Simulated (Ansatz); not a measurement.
# GeH2Cl2 (dichlorogermane): B3LYP/6-31G(d) (spherical functions)

What is the vertical electron affinity of GeH2Cl2 (dichlorogermane) at B3LYP/6-31G* (spherical functions)? 

Program for the calculation: Ansatz 0.2.0.

38 further runs of the same task are left out: 2 that didn't finish, 36 set aside as unsound or not needed. Runs told in other sessions of the task aren't counted.

## (1) Starting point

GeH2Cl2 has 5 atoms, charge 0, and is taken as a singlet. As SMILES, `[Cl][GeH2][Cl]`. Geometry: relaxed at PBE0-D4/def2-TZVP.

Bond lengths: Cl1–Ge2 2.140 Å, Ge2–Cl3 2.140 Å, Ge2–H4 1.528 Å, Ge2–H5 1.528 Å. Angles: Cl1–Ge2–Cl3 108.2°, Cl1–Ge2–H4 108.2°, Cl1–Ge2–H5 108.2°, Cl3–Ge2–H4 108.2°, Cl3–Ge2–H5 108.2°, H4–Ge2–H5 115.8°.

## (2) A single-point energy at B3LYP/6-31G(d) (spherical functions)

Contents of in.yaml:

```yaml
crystal:
  periodic: [false, false, false]
  atoms:
    - {symbol: Cl, position_ang: [-1.771500, -0.157700, 0.977200]}
    - {symbol: Ge, position_ang: [0.027400, 0.080300, -0.156400]}
    - {symbol: Cl, position_ang: [1.579400, -1.030200, 0.811000]}
    - {symbol: H, position_ang: [-0.198900, -0.525000, -1.541400]}
    - {symbol: H, position_ang: [0.413600, 1.558900, -0.131900]}
basis:
  gaussian:
    orbitals: 6-31G_st_-spherical.json
accuracy: high
hamiltonian:
  xc: {name: B3LYP}
output: {orbitals: {seedname: orbitals}}
```

The basis set 6-31G* is read from a file made from the Basis Set Exchange's data (not shown).

Started as:

```console
ansatz run in.yaml --threads 1 --pin off --max-ram 3480MiB --events-out events.jsonl --progress --plain --runs-dir runs
```

The program printed:

```text
Warning: RAYON_NUM_THREADS=1 ignored (pool sized by the plan → 1); use --threads N
Functional definition: B3LYP
  name "B3LYP"
  parameter a0 = 0.2
  parameter ax = 0.72
  parameter ac = 0.81
  exchange = (1 - a0 - ax)*slater_x + ax*b88_x + a0*exact_x
  correlation = (1 - ac)*vwn_rpa_c + ac*lyp_c
1451 factors; integrals over basis functions are off by at most 8.1e-9 eV
mean field evaluation 1: about -81590.4914 eV, gradient 2.0e1 eV
mean field evaluation 2: about -81590.1278 eV, gradient 2.5e1 eV
mean field evaluation 4: about -81591.2809 eV, gradient 3.8e-1 eV
mean field evaluation 8: about -81591.3620 eV, gradient 8.3e-2 eV
mean field evaluation 16: about -81591.3620 eV, gradient 2.0e-6 eV
mean field -81591.36199277 eV, -2998.4272486230 hartree, gradient 2.6e-8 eV, S^2 0.000000; 0 other end points of the search recorded, 0 dependent functions left out
reference -81591.36203025 eV, -2998.4272500002 hartree; 34, 34 occupied and 38, 38 virtual orbitals, 1451 factors
Total energy: -81591.36203025 eV, -2998.4272500002 hartree
```

Run time: 6.9 s. Hardware: 1 thread of Arm Neoverse V1, shared host; peak memory 0.23 GiB.

## (3) The doublet anion at the same level

Contents of run.yaml:

```yaml
crystal:
  periodic: [false, false, false]
  atoms:
    - {symbol: Cl, position_ang: [-1.771500, -0.157700, 0.977200]}
    - {symbol: Ge, position_ang: [0.027400, 0.080300, -0.156400]}
    - {symbol: Cl, position_ang: [1.579400, -1.030200, 0.811000]}
    - {symbol: H, position_ang: [-0.198900, -0.525000, -1.541400]}
    - {symbol: H, position_ang: [0.413600, 1.558900, -0.131900]}
basis:
  gaussian: {orbitals: 6-31G_st_-spherical.json}
total_charge: -1
magnetization: {spin_polarized: true, initial_magnetization: 1}
hamiltonian: {xc: {name: B3LYP}}
accuracy: high
output: {orbitals: {seedname: orbitals}}
```

The basis set 6-31G* is read from a file made from the Basis Set Exchange's data (not shown).

Started as:

```console
ansatz run run.yaml --threads 1 --pin off --max-ram 3480MiB --events-out events.jsonl --progress --plain --runs-dir runs
```

The program printed, cut to the lines that bear on the results:

```text
Warning: RAYON_NUM_THREADS=1 ignored (pool sized by the plan → 1); use --threads N
[... 7 set-up lines as earlier in the session ...]
1453 factors; integrals over basis functions are off by at most 8.1e-9 eV
mean field evaluation 1: about -81589.4947 eV, gradient 1.2e1 eV
mean field evaluation 2: about -81589.5664 eV, gradient 1.3e1 eV
mean field evaluation 4: about -81590.0394 eV, gradient 2.9e-1 eV
mean field evaluation 8: about -81590.1366 eV, gradient 2.9e-2 eV
mean field evaluation 16: about -81590.1367 eV, gradient 6.4e-5 eV
mean field evaluation 32: about -81590.0571 eV, gradient 6.7e-1 eV
mean field -81590.13667798 eV, -2998.3822191349 hartree, gradient 7.4e-8 eV, S^2 0.751069; 3 other end points of the search recorded, 0 dependent functions left out
reference -81590.13671389 eV, -2998.3822204545 hartree; 35, 34 occupied and 37, 38 virtual orbitals, 1453 factors
Total energy: -81590.13671389 eV, -2998.3822204545 hartree
```

Wall time 20 s (1 thread of Arm Neoverse V1, shared host); peak memory 0.36 GiB.

## (4) Summary of results

At B3LYP/6-31G* (spherical functions):

| quantity | value |
| --- | --- |
| singlet GeH2Cl2: total energy | -2998.42725 Eh |
| singlet GeH2Cl2: HOMO energy | -8.69 eV |
| singlet GeH2Cl2: LUMO energy | -0.93 eV |
| singlet GeH2Cl2: HOMO–LUMO gap | 7.75 eV |
| doublet anion: total energy | -2998.38222 Eh |
| doublet anion: HOMO energy (highest over α and β) | 3.33 eV |
| doublet anion: LUMO energy (lowest over α and β) | 4.87 eV |
| doublet anion: ⟨S²⟩ | 0.751 |
| vertical electron affinity (to the doublet anion) | -1.225 eV |

In words: The anion lies 1.23 eV (28 kcal/mol) above the neutral: the electron isn't bound at this level, and such a value depends on the basis. Without diffuse functions anions come out too high. The HOMO (doublet anion) lies at positive energy, 3.33 eV, from the functional's self-interaction, a short basis or an electron that isn't bound; only total energies against the neutral tell.
